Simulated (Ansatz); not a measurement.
# Al₂Br₂F₂H₂: how energies converge with the basis set

Aim: see how fast density functionals converge with the basis set for Al₂Br₂F₂H₂.

Method: one geometry, several basis sets; program: Ansatz 0.2.0, Gaussian basis.

Levels to be run: PBE0-D4/def2-SVP; ωB97M-V/def2-SVP; PBE0-D4/def2-QZVPP; ωB97M-V/def2-QZVPP; the functionals' def2-TZVPP values are taken from earlier runs.

### 1 Structure used throughout

An earlier PBE0-D4 in a triple-zeta def2 set relaxation fixed the geometry.

SMILES `[F][Al@H-]1[Br+][Al@H-]([F])[Br+]1`, 8 atoms, charge 0, spin multiplicity 1.

Atoms are counted from 1 here; the program's logs count them from 0.

Bond lengths: F1–Al2 1.646 Å, Al2–Br3 2.441 Å, Al2–Br6 2.441 Å, Al2–H7 1.562 Å, Br3–Al4 2.441 Å, Al4–F5 1.646 Å, Al4–Br6 2.442 Å, Al4–H8 1.562 Å. Angles: F1–Al2–Br3 106.6°, F1–Al2–Br6 106.6°, F1–Al2–H7 123.1°, Br3–Al2–Br6 93.8°, Br3–Al2–H7 111.3°, Br6–Al2–H7 111.3°, Al2–Br3–Al4 86.3°, Br3–Al4–F5 106.6°, Br3–Al4–Br6 93.7°, Br3–Al4–H8 111.3°, F5–Al4–Br6 106.6°, F5–Al4–H8 123.1°, Br6–Al4–H8 111.3°, Al2–Br6–Al4 86.2°.

### 2 PBE0-D4 in def2-SVP

Input file in.yaml:

```yaml
crystal:
  periodic: [false, false, false]
  atoms:
    - {symbol: F, position_ang: [1.849958, -0.748403, 1.951933]}
    - {symbol: Al, position_ang: [1.542332, -0.533409, 0.349521]}
    - {symbol: Br, position_ang: [-0.556609, -1.688486, -0.120403]}
    - {symbol: Al, position_ang: [-1.542347, 0.533367, -0.349547]}
    - {symbol: F, position_ang: [-1.851262, 0.748778, -1.951651]}
    - {symbol: Br, position_ang: [0.556946, 1.688449, 0.119347]}
    - {symbol: H, position_ang: [2.601785, -0.802947, -0.766317]}
    - {symbol: H, position_ang: [-2.600803, 0.802652, 0.767117]}
basis:
  gaussian: {orbitals: def2-SVP}
hamiltonian: {xc: pbe0, dispersion: d4}
output: {orbitals: {seedname: orbitals}}
```

Run with:

```sh
ansatz run in.yaml --threads 4 --pin off --events-out ev --progress --plain --max-ram 11315MiB
```

The runs that follow: ωB97M-V in def2-SVP; PBE0-D4 in def2-QZVPP; ωB97M-V in def2-QZVPP.

Q: Predict the results of all the runs planned. Wanted: PBE0-D4: double and triple zeta above quadruple; ωB97M-V: double and triple zeta above quadruple.

As calculated:

| quantity | value |
| --- | --- |
| PBE0-D4: double and triple zeta above quadruple | 32.23, 3.61 eV |
| ωB97M-V: double and triple zeta above quadruple | 32.05, 3.46 eV |

What this shows: For PBE0-D4 the step from double to triple zeta gains 28.62 eV and the next only 3.61 eV. These are total energies; as a rule much of such shifts cancels in differences, which this series doesn't test. The LUMO of ωB97M-V is positive and keeps falling with the basis (1.34 to 0.69 eV): an unbound level that the basis holds in place.
